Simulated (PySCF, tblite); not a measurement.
# C14H14B7N7: electronic excitations, NMR shifts

What do calculations give for the electronic excitations, NMR shifts of C14H14B7N7?

Computed with tblite 0.8.0 and PySCF 2.14.0 and routines of our own; the level stands in each step. Atoms count from 0.

### 1 The system as given

42 atoms, charge 0, multiplicity 1; geometry from: force field, distance geometry or constructed start.

### 2 Optimising the geometry with GFN2-xTB

The job: settings as JSON, then the geometry in Å.

```
{"job": {"kind": "relax", "xc": "GFN2-xTB", "basis": "xTB"}, "charge": 0, "multiplicity": 1}
N      0.117500     2.650800    -0.001600
B     -1.129000     3.370200    -0.006900
N     -2.359000     2.650300     0.001000
C     -2.364900     1.227000    -0.006200
N     -1.126800     0.506400     0.003400
B      0.109300     1.222100    -0.002600
N      5.066300     2.654300    -0.003300
B      3.831200     3.370300     0.001500
N      2.592100     2.650500    -0.000400
B      2.586600     1.221800     0.001600
N      3.825700     0.506400    -0.002100
B      5.063700     1.220600    -0.000000
C     -3.606100     0.508300     0.005000
C     -3.600500    -0.923000    -0.002700
C     -2.366400    -1.632300     0.000200
C     -1.127700    -0.921800     0.006300
B      1.351400     3.369500     0.000900
N      1.349900     0.504200    -0.001000
C      1.350400    -0.920600     0.002500
C      2.592200    -1.636500     0.002700
B      3.825500    -0.918600     0.001500
C      0.111700    -1.635900    -0.000200
C     -2.360800    -3.062800     0.006600
C     -1.130000    -3.786700    -0.001500
C      0.113100    -3.064800     0.000900
C     -4.847200    -1.638300     0.002500
C     -4.840400    -3.065100    -0.000700
C     -3.603300    -3.781800     0.001200
H     -1.125200     4.538000    -0.002000
H     -3.263800     3.173000     0.003400
H      5.970500     3.173200    -0.001100
H      3.825900     4.538900     0.000200
H      6.078500     0.637700    -0.001900
H     -4.501200     1.026300     0.003700
H      1.352200     4.539400    -0.003300
H      2.589900    -2.675200    -0.002900
H      4.840300    -1.507300    -0.004100
H     -1.124900    -4.819900    -0.002600
H      1.126900    -3.656300    -0.000100
H     -5.746500    -1.114000     0.001200
H     -5.854400    -3.654700     0.003800
H     -3.596800    -4.828000     0.003700
```

Run with:

```
> OMP_NUM_THREADS=2 python large_run.py task.json out
```

The driver reads the jobs from task.json and runs them one after another.

The program printed:

```text
step      E/eV     max force
  0   -1815.66796    4.631
  1   -1816.52021    1.997
  2   -1816.75608    1.348
  3   -1816.95362    1.247
  4   -1817.06595    0.817
  5   -1817.13717    0.341
  6   -1817.15698    0.292
  7   -1817.17342    0.233
  8   -1817.18501    0.273
  9   -1817.19365    0.159
 10   -1817.19957    0.132
 11   -1817.20387    0.124
 12   -1817.20691    0.105
 13   -1817.20899    0.083
 14   -1817.21043    0.077
 15   -1817.21154    0.079
 16   -1817.21246    0.060
 17   -1817.21327    0.053
 18   -1817.21399    0.049
 19   -1817.21461    0.048
 20   -1817.21513    0.050
 21   -1817.21554    0.037
 22   -1817.21588    0.032
 23   -1817.21618    0.036
 24   -1817.21644    0.042
 25   -1817.21669    0.039
 26   -1817.21690    0.031
 27   -1817.21705    0.022
 28   -1817.21715    0.017
```

It took 1.9 s on 2 threads of Intel Xeon 6975P-C, shared host; peak memory 0.17 GiB.

Relaxation path:

| step | energy from step 0 (eV) | largest force (eV/Å) |
| --- | --- | --- |
| 0 | 0.0000 | 4.6304 |
| 1 | -0.8522 | 1.9967 |
| 2 | -1.0881 | 1.3488 |
| 3 | -1.2857 | 1.2471 |
| 4 | -1.3980 | 0.8170 |
| 5 | -1.4692 | 0.3404 |
| 6 | -1.4890 | 0.2918 |
| 7 | -1.5055 | 0.2332 |
| 8 | -1.5170 | 0.2732 |
| 9 | -1.5257 | 0.1593 |
| 10 | -1.5316 | 0.1321 |
| 12 | -1.5390 | 0.1058 |
| 13 | -1.5410 | 0.0833 |
| 15 | -1.5436 | 0.0790 |
| 16 | -1.5445 | 0.0604 |
| 18 | -1.5460 | 0.0499 |
| 19 | -1.5466 | 0.0474 |
| 21 | -1.5476 | 0.0370 |
| 22 | -1.5479 | 0.0320 |
| 24 | -1.5485 | 0.0419 |
| 25 | -1.5487 | 0.0395 |
| 26 | -1.5489 | 0.0307 |
| 27 | -1.5491 | 0.0220 |
| 28 | -1.5492 | 0.0165 |

Distances of close pairs at the start and the end, largest changes first:

| bond | before (Å) | after (Å) | change (Å) |
| --- | --- | --- | --- |
| C24–H38 | 1.174 | 1.076 | -0.097 |
| C26–H40 | 1.173 | 1.081 | -0.092 |
| C19–B20 | 1.427 | 1.508 | +0.081 |
| C23–C24 | 1.438 | 1.360 | -0.078 |
| C3–C12 | 1.434 | 1.358 | -0.077 |
| C18–C19 | 1.433 | 1.365 | -0.068 |
| C26–C27 | 1.430 | 1.373 | -0.057 |
| C13–C25 | 1.437 | 1.386 | -0.051 |

The end geometry stands in the next job.

### 3 Electronic excitations: TDDFT PBE0/6-31G*

The job: settings as JSON, then the geometry in Å.

```
{"job": {"kind": "uv", "basis": "6-31G*", "grid": 1, "kgrid": 0, "vcut": 1.5, "nstates": 8, "ntriplets": 3, "tda": false, "delta": ["ip_vertical", "ea_vertical", "triplet_vertical"], "pop": true, "xc": "PBE0"}, "charge": 0, "multiplicity": 1}
N      0.120048     2.621535    -0.000780
B     -1.134060     3.304743    -0.001150
N     -2.296440     2.520400     0.000193
C     -2.339323     1.141190     0.000903
N     -1.130496     0.470565     0.000728
B      0.131065     1.184550     0.000003
N      5.038558     2.676049    -0.000791
B      3.821479     3.387395    -0.000466
N      2.587576     2.649475    -0.000656
B      2.619276     1.201237    -0.000526
N      3.880085     0.522585    -0.001021
B      5.105488     1.263004    -0.001252
C     -3.533959     0.495957     0.001570
C     -3.601208    -0.925164     0.001713
C     -2.367243    -1.626250     0.001320
C     -1.135414    -0.923203     0.000839
B      1.351967     3.349373    -0.001252
N      1.362090     0.460959    -0.000108
C      1.366113    -0.938329     0.000158
C      2.554164    -1.610535    -0.000214
B      3.890706    -0.912637    -0.001045
C      0.075697    -1.620944     0.000384
C     -2.390643    -3.041949     0.001374
C     -1.157356    -3.723665     0.000625
C      0.015049    -3.035073     0.000282
C     -4.799094    -1.623177     0.001993
C     -4.805743    -3.013847     0.002141
C     -3.625324    -3.714888     0.001794
H     -1.227715     4.468085    -0.002571
H     -3.214953     2.937624     0.000119
H      5.901233     3.198521    -0.000781
H      3.816500     4.559373     0.000080
H      6.142358     0.717845    -0.001788
H     -4.450200     1.066120     0.001740
H      1.325803     4.519186    -0.002223
H      2.523909    -2.688059     0.000299
H      4.911113    -1.489839    -0.001695
H     -1.159373    -4.803276     0.000617
H      0.931401    -3.599720    -0.000481
H     -5.729489    -1.074792     0.002146
H     -5.749567    -3.540388     0.002442
H     -3.628150    -4.794918     0.001959
```

With the program's defaults for keys left out, this is: TDDFT PBE0/6-31G*, vertical, gas phase, core orbitals frozen in the response, virtual orbitals cut by energy.

The program printed:

```text
start: PBE on a coarse grid of 36496 points
cycle   1  E = -1098.2928697349  dE =  5.144e+00  |g| = 1.131e+00  |ddm| = 8.184e+00
cycle   2  E = -1097.1975241132  dE =  1.095e+00  |g| = 2.268e+00  |ddm| = 3.654e+00
cycle   3  E = -1098.4479394868  dE = -1.250e+00  |g| = 7.719e-01  |ddm| = 3.131e+00
cycle   4  E = -1098.6232390173  dE = -1.753e-01  |g| = 1.906e-01  |ddm| = 1.119e+00
cycle   5  E = -1098.6302116222  dE = -6.973e-03  |g| = 1.058e-01  |ddm| = 3.113e-01
cycle   6  E = -1098.6327790396  dE = -2.567e-03  |g| = 4.733e-02  |ddm| = 1.754e-01
cycle   7  E = -1098.6334344355  dE = -6.554e-04  |g| = 1.464e-02  |ddm| = 7.411e-02
cycle   8  E = -1098.6334905665  dE = -5.613e-05  |g| = 5.218e-03  |ddm| = 2.076e-02
final grid: 161325 points
cycle   9  E = -1098.4769744664  dE = -1.508e-02  |g| = 4.772e-02  |ddm| = 1.139e+00
cycle  10  E = -1098.4770286446  dE = -5.418e-05  |g| = 4.695e-02  |ddm| = 1.100e-01
cycle  11  E = -1098.4775439176  dE = -5.153e-04  |g| = 1.807e-02  |ddm| = 6.938e-02
cycle  12  E = -1098.4776317541  dE = -8.784e-05  |g| = 5.560e-03  |ddm| = 2.552e-02
cycle  13  E = -1098.4776408719  dE = -9.118e-06  |g| = 1.707e-03  |ddm| = 7.853e-03
cycle  14  E = -1098.4776406569  dE =  2.151e-07  |g| = 7.742e-04  |ddm| = 2.964e-03
cycle  15  E = -1098.4776404969  dE =  1.600e-07  |g| = 2.633e-04  |ddm| = 1.121e-03
cycle  16  E = -1098.4776415611  dE = -1.064e-06  |g| = 8.253e-05  |ddm| = 4.109e-04
converged SCF energy = -1098.4776415611
Vertical ionisation energy (delta-SCF) = 6.1565 eV   <S^2> = 0.792
Vertical electron affinity (delta-SCF) = 0.0710 eV   <S^2> = 0.775
Vertical lowest triplet (delta-SCF) = 2.3088 eV   <S^2> = 2.025

Static polarisability (au): isotropic 294.063, principal 93.275 313.718 475.195

Singlet excitations
state   eV       nm        f      main configurations
  1   2.9787    416.2   0.14941   H->L 0.92
  2   3.5015    354.1   0.38262   H->L+1 0.89
  3   3.6654    338.3   0.01559   H->L+2 0.92
  4   4.2053    294.8   0.00892   H->L+3 0.57, H->L+4 0.36
  5   4.3544    284.7   0.27490   H-1->L 0.61, H->L+4 0.22, H->L+3 0.09
  6   4.4381    279.4   0.11961   H->L+4 0.37, H-1->L 0.31, H->L+3 0.23
  7   4.7747    259.7   0.04125   H-1->L+1 0.83
  8   4.8919    253.4   0.00098   H-2->L 0.73, H-1->L+2 0.16

Triplet excitations (Tamm-Dancoff, eV): 2.2574 2.5872 3.1310
```

It took 2.6 min on 2 threads of Intel Xeon 6975P-C, shared host; peak memory 1.6 GiB.

Frontier orbitals and where they lie:

| orbital | eV | atoms |
| --- | --- | --- |
| HOMO−4 | -8.13 | C27 16 %, C13 12 %, N0 11 % |
| HOMO−3 | -7.41 | C26 20 %, N17 11 %, C25 9 % |
| HOMO−2 | -7.04 | C14 18 %, C24 17 %, C23 12 % |
| HOMO−1 | -6.32 | C19 29 %, C18 10 %, C25 8 % |
| HOMO | -4.92 | C12 14 %, C27 13 %, C25 11 % |
| LUMO | -1.28 | C18 13 %, B20 12 %, C15 11 % |
| LUMO+1 | -0.87 | C27 12 %, C3 12 %, B16 9 % |
| LUMO+2 | -0.33 | B1 16 %, C23 13 %, C24 13 % |
| LUMO+3 | 0.09 | B7 12 %, B5 12 %, B1 10 % |

With each of the 8 states as a Gaussian band of 0.4 eV half-width at 1/e, the curve within the window shown has maxima at 357 nm (ε 17,000), 283 nm (ε 17,000) L/(mol cm). Beyond the last state computed it falls off for lack of states. The curve at chosen wavelengths:

(nm, ε (L/mol/cm)): (239, 864), (250, 3347), (262, 9020), (273, 14801), (284, 16894), (295, 14533), (307, 10977), (318, 10282), (329, 12294), (341, 15405), (352, 17137), (363, 17130), (374, 15792), (386, 13696), (397, 11774), (408, 10063), (419, 8551), (431, 7055), (442, 5786), (453, 4623), (465, 3504), (476, 2640), (487, 1939), (498, 1391), (510, 946), (521, 653)

Further results of this job:

| property | computed |
| --- | --- |
| dipole moment (D) | 3.21 |
| polarisability (Å³) | 43.58 |
| HOMO–LUMO gap (eV) | 3.64 |
| −ε(HOMO) (eV) | 4.92 |

### 4 NMR shifts: GIAO B97-D/pcSseg-1

Settings changed since step 3:

```diff
@@ -1,2 +1,2 @@
-{"job": {"kind": "uv", "basis": "6-31G*", "grid": 1, "kgrid": 0, "vcut": 1.5, "nstates": 8, "ntriplets": 3, "tda": false, "delta": ["ip_vertical", "ea_vertical", "triplet_vertical"], "pop": true, "xc": "PBE0"}, "charge": 0, "multiplicity": 1}
+{"job": {"kind": "nmr", "basis": "pcSseg-1", "pop": false, "xc": "B97-D"}, "charge": 0, "multiplicity": 1}
 N      0.120048     2.621535    -0.000780
```

With the program's defaults for keys left out, this is: GIAO B97-D/pcSseg-1 NMR shielding, non-relativistic, gas phase.

The program printed:

```text
start: PBE on a coarse grid of 36496 points
cycle   1  E = -1097.7399284703  dE =  5.085e+00  |g| = 1.133e+00  |ddm| = 7.591e+00
cycle   2  E = -1096.6262716846  dE =  1.114e+00  |g| = 2.305e+00  |ddm| = 3.599e+00
cycle   3  E = -1097.8953015528  dE = -1.269e+00  |g| = 7.620e-01  |ddm| = 3.117e+00
cycle   4  E = -1098.0615724383  dE = -1.663e-01  |g| = 1.942e-01  |ddm| = 1.157e+00
cycle   5  E = -1098.0687625046  dE = -7.190e-03  |g| = 1.065e-01  |ddm| = 3.056e-01
cycle   6  E = -1098.0713165739  dE = -2.554e-03  |g| = 4.677e-02  |ddm| = 1.756e-01
cycle   7  E = -1098.0719243601  dE = -6.078e-04  |g| = 1.529e-02  |ddm| = 7.010e-02
cycle   8  E = -1098.0719841794  dE = -5.982e-05  |g| = 5.202e-03  |ddm| = 2.137e-02
final grid: 341903 points
cycle   9  E = -1098.7490792769  dE = -2.861e-03  |g| = 1.207e-01  |ddm| = 5.360e-01
cycle  10  E = -1098.7420192485  dE =  7.060e-03  |g| = 2.155e-01  |ddm| = 2.302e-01
cycle  11  E = -1098.7515259453  dE = -9.507e-03  |g| = 4.645e-02  |ddm| = 1.913e-01
cycle  12  E = -1098.7521776135  dE = -6.517e-04  |g| = 1.203e-02  |ddm| = 7.107e-02
cycle  13  E = -1098.7522185409  dE = -4.093e-05  |g| = 3.480e-03  |ddm| = 1.640e-02
cycle  14  E = -1098.7522214668  dE = -2.926e-06  |g| = 1.458e-03  |ddm| = 5.703e-03
cycle  15  E = -1098.7522229387  dE = -1.472e-06  |g| = 5.190e-04  |ddm| = 2.361e-03
cycle  16  E = -1098.7522221342  dE =  8.045e-07  |g| = 1.733e-04  |ddm| = 8.567e-04
cycle  17  E = -1098.7522213465  dE =  7.877e-07  |g| = 8.037e-05  |ddm| = 3.326e-04
converged SCF energy = -1098.7522213465

GIAO shielding tensors (ppm)
atom      isotropic    diamagn.    paramagn.     s11        s22        s33       span
  0 N      110.413     337.202    -226.789     17.987     42.249    271.003    253.016
  1 B       71.922     199.717    -127.795     53.442     59.286    103.037     49.596
  2 N      120.640     321.872    -201.232     35.497    157.796    168.627    133.130
  3 C       40.529     248.034    -207.505    -43.381     48.473    116.494    159.876
  4 N      108.615     347.297    -238.682     41.389     66.187    218.269    176.880
  5 B       78.093     203.881    -125.788     62.219     74.431     97.629     35.410
  6 N      111.859     317.943    -206.084    -32.774    145.578    222.775    255.549
  7 B       67.738     193.414    -125.676     44.501     56.590    102.123     57.622
  8 N       97.809     335.360    -237.551      2.951     24.347    266.130    263.179
  9 B       76.249     196.948    -120.699     58.535     69.394    100.819     42.285
 10 N       88.232     333.153    -244.922    -14.977     -4.652    284.325    299.302
 11 B       66.864     193.972    -127.109     46.648     54.509     99.434     52.785
 12 C       86.189     261.558    -175.369     29.934     99.322    129.311     99.377
 13 C       47.008     248.995    -201.987    -29.077      2.137    167.963    197.039
 14 C       60.669     257.212    -196.543     -3.073      9.344    175.738    178.811
 15 C       47.705     248.187    -200.483    -23.409     31.533    134.990    158.399
 16 B       63.294     194.797    -131.504     46.049     51.492     92.339     46.290
 17 N      107.627     349.268    -241.642     34.638     42.309    245.932    211.294
 18 C       32.062     253.102    -221.040    -65.328     32.845    128.667    193.995
 19 C       77.508     254.572    -177.064    -22.733     78.287    176.971    199.704
 20 B       60.649     201.002    -140.354     20.287     52.709    108.950     88.662
 21 C       69.290     261.195    -191.905     12.526     35.127    160.218    147.692
 22 C       47.772     253.579    -205.806    -19.695    -11.780    174.792    194.487
 23 C       59.464     254.504    -195.041    -29.437     56.462    151.366    180.804
 24 C       57.888     252.830    -194.942    -39.692     46.570    166.785    206.476
 25 C       67.619     241.862    -174.243    -15.734     63.453    155.138    170.872
 26 C       52.670     255.351    -202.680    -50.468     40.333    168.146    218.614
 27 C       62.291     238.912    -176.621    -23.386     57.659    152.601    175.986
 28 H       27.075      30.324      -3.249     23.572     28.407     29.247      5.675
 29 H       25.915      30.996      -5.082     19.841     27.470     30.434     10.593
 30 H       25.364      20.072       5.292     21.041     25.577     29.474      8.433
 31 H       26.642      27.213      -0.571     22.942     28.254     28.729      5.787
 32 H       26.450      27.359      -0.909     22.694     28.201     28.456      5.763
 33 H       26.395      35.026      -8.631     22.170     26.586     30.429      8.259
 34 H       26.529      31.027      -4.498     22.535     27.989     29.065      6.530
 35 H       24.762      37.713     -12.951     19.729     24.031     30.527     10.798
 36 H       25.988      31.946      -5.958     23.119     26.402     28.444      5.325
 37 H       24.558      33.478      -8.920     20.062     25.386     28.227      8.165
 38 H       23.651      37.829     -14.178     17.399     24.014     29.539     12.140
 39 H       25.197      30.409      -5.213     21.133     25.429     29.029      7.896
 40 H       24.540      24.707      -0.167     21.213     25.508     26.897      5.684
 41 H       24.759      30.146      -5.387     20.566     25.473     28.237      7.670
```

Run time: 30 s. Hardware: 2 threads of Intel Xeon 6975P-C, shared host; peak memory 1.3 GiB.

The references, computed at this level on geometries of the same kind, shield at (ppm): 1H TMS 31.85, 13C TMS 181.8, 15N NH3 263.2, 11B BF3·OEt2 97.6. Their shielding less the atom's gives the shift. The references are single molecules in the gas phase, so shifts against H2O, NH3, PH3, H3PO4 or CFCl3 are not on the usual liquid scales and can be off by tens of ppm.

| atoms | environment | σ (ppm) | δ (ppm) |
| --- | --- | --- | --- |
| C18 | carbon bonded to 2 C, N | 32.1 | 149.7 |
| C3 | carbon bonded to C, 2 N | 40.5 | 141.2 |
| C13 | carbon bonded to 3 C | 47.0 | 134.8 |
| C15 | carbon bonded to 2 C, N | 47.7 | 134.1 |
| C22 | carbon bonded to 3 C | 47.8 | 134.0 |
| C26 | carbon bonded to 2 C, H | 52.7 | 129.1 |
| C24 | carbon bonded to 2 C, H | 57.9 | 123.9 |
| C23 | carbon bonded to 2 C, H | 59.5 | 122.3 |
| C14 | carbon bonded to 3 C | 60.7 | 121.1 |
| C27 | carbon bonded to 2 C, H | 62.3 | 119.5 |
| C25 | carbon bonded to 2 C, H | 67.6 | 114.1 |
| C21 | carbon bonded to 3 C | 69.3 | 112.5 |
| C19 | carbon bonded to C, B, H | 77.5 | 104.3 |
| C12 | carbon bonded to 2 C, H | 86.2 | 95.6 |
| H38 | hydrogen on a carbon bonded to 2 C | 23.65 | 8.20 |
| H40 | hydrogen on a carbon bonded to 2 C | 24.54 | 7.31 |
| H37 | hydrogen on a carbon bonded to 2 C | 24.56 | 7.29 |
| H41 | hydrogen on a carbon bonded to 2 C | 24.76 | 7.09 |
| H35 | hydrogen on a carbon bonded to C, B | 24.76 | 7.09 |
| H39 | hydrogen on a carbon bonded to 2 C | 25.20 | 6.65 |
| H30 | hydrogen on a nitrogen bonded to 2 B | 25.36 | 6.49 |
| H29 | hydrogen on a nitrogen bonded to C, B | 25.91 | 5.93 |
| H36 | hydrogen on a boron bonded to C, N | 25.99 | 5.86 |
| H33 | hydrogen on a carbon bonded to 2 C | 26.39 | 5.45 |
| H32 | hydrogen on a boron bonded to 2 N | 26.45 | 5.40 |
| H34 | hydrogen on a boron bonded to 2 N | 26.53 | 5.32 |
| H31 | hydrogen on a boron bonded to 2 N | 26.64 | 5.21 |
| H28 | hydrogen on a boron bonded to 2 N | 27.08 | 4.77 |
| N10 | nitrogen bonded to 3 B | 88.2 | 175.0 |
| N8 | nitrogen bonded to 3 B | 97.8 | 165.4 |
| N17 | nitrogen bonded to C, 2 B | 107.6 | 155.6 |
| N4 | nitrogen bonded to 2 C, B | 108.6 | 154.6 |
| N0 | nitrogen bonded to 3 B | 110.4 | 152.8 |
| N6 | nitrogen bonded to 2 B, H | 111.9 | 151.3 |
| N2 | nitrogen bonded to C, B, H | 120.6 | 142.6 |
| B20 | boron bonded to C, N, H | 60.6 | 37.0 |
| B16 | boron bonded to 2 N, H | 63.3 | 34.3 |
| B11 | boron bonded to 2 N, H | 66.9 | 30.7 |
| B7 | boron bonded to 2 N, H | 67.7 | 29.9 |
| B1 | boron bonded to 2 N, H | 71.9 | 25.7 |

Ring of atoms N0, B1, N2, C3, N4, B5: NICS(0) 0.8, NICS(1) -0.2, NICS(1)zz 5.8 ppm (means of both faces).

Ring of atoms N0, B5, N8, B9, B16, N17: NICS(0) -0.4, NICS(1) -1.8, NICS(1)zz 1.9 ppm (means of both faces).

Ring of atoms C3, N4, C12, C13, C14, C15: NICS(0) 3.9, NICS(1) 0.5, NICS(1)zz 8.3 ppm (means of both faces).

### 5 Results

| quantity | value |
| --- | --- |
| lowest singlet (PBE0/6-31G*) | 2.98 eV (416 nm), f = 0.149 |
| brightest single state of those computed | state 2, 3.50 eV, f = 0.383 |
| lowest triplet | 2.26 eV |
| vertical electron affinity (ΔSCF) | 0.07 eV |
| 13C shifts against TMS (B97-D/pcSseg-1) | 149.7, 141.2, 134.8, 134.1, 134.0, 129.1, 123.9, 122.3, 121.1, 119.5, 114.1, 112.5, 104.3, 95.6 ppm |
| 1H shifts against TMS (B97-D/pcSseg-1) | 8.20, 7.31, 7.29, 7.09, 7.09, 6.65, 6.49, 5.93, 5.86, 5.45, 5.40, 5.32, 5.21, 4.77 ppm |
| 15N shifts against NH3 (B97-D/pcSseg-1) | 175.0, 165.4, 155.6, 154.6, 152.8, 151.3, 142.6 ppm |
| 11B shifts against BF3·OEt2 (B97-D/pcSseg-1) | 37.0, 34.3, 30.7, 29.9, 25.7, 21.4, 19.5 ppm |

What this shows: The first singlet state (HOMO→LUMO 0.92) lies at 2.98 eV and is bright; of the 8 states computed, the strongest absorption comes from state 2 at 3.50 eV. State 1 absorbs in the visible (416 nm). The lowest triplet lies 0.72 eV below the lowest singlet (triplets in Tamm-Dancoff, singlets in full TDDFT). At B97-D/pcSseg-1: Shielding is most anisotropic at N10 (span 299 ppm, paramagnetic term -245 ppm).
